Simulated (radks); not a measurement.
# Ru²⁺ with its nuclear charge varied continuously

An exercise on one series of results from a longer session: the logs are not shown, and one member is left open.

The numbers are computed with radks (a radial shooting solver on a logarithmic mesh, Libxc functionals) version 1 (Dirac Kohn-Sham, BLYP, spin-unpolarised, spherical densities, finite nucleus; open shells are shared between the two j in proportion to 2j + 1), except any that are marked as measured or tabulated.

### What is computed

* element: ruthenium (Z = 44)
* charge: +2
* electrons: 42
* configuration: [Kr] 4d6
* nuclear rms radius: 4.4809 fm

The outer shells:

Ru²⁺
```
[Kr] core
4d [↑↓][↑ ][↑ ][↑ ][↑ ]
```

The first run:

Settings of this run:

```text
Z 44
configuration [Kr] 4d6
relativity Dirac
functional b88,lyp
spin unpolarised
j_filling average
nucleus finite rms 4.4809 fm
c 137.035999084
```

Steps of the session up to this table: Z = 44.

One table of the session follows, with a row left open; its other results are not shown here.

From the orbitals of this run (lengths in bohr):

```
level     <r>  outermost maximum (interpolated)  90 % within  nodes
3p3/2  0.4064                             0.358        0.613      1
3d3/2  0.3822                             0.299        0.609      0
3d5/2       ?                                 ?            ?      ?
4s1/2   1.015                             0.913         1.48      3
4p1/2   1.099                             0.964         1.63      2
4p3/2   1.130                             0.988         1.67      2
4d3/2   1.523                              1.19         2.41      1
4d5/2   1.540                              1.20         2.43      1
```

Q: Estimate the row for 3d5/2 from the others.

**Answer.** <r>: 0.3856; outermost maximum (interpolated): 0.302; 90 % within: 0.614; nodes: 0. In the column «<r>» it lies between 3d3/2 (0.3822) and 3p3/2 (0.4064).
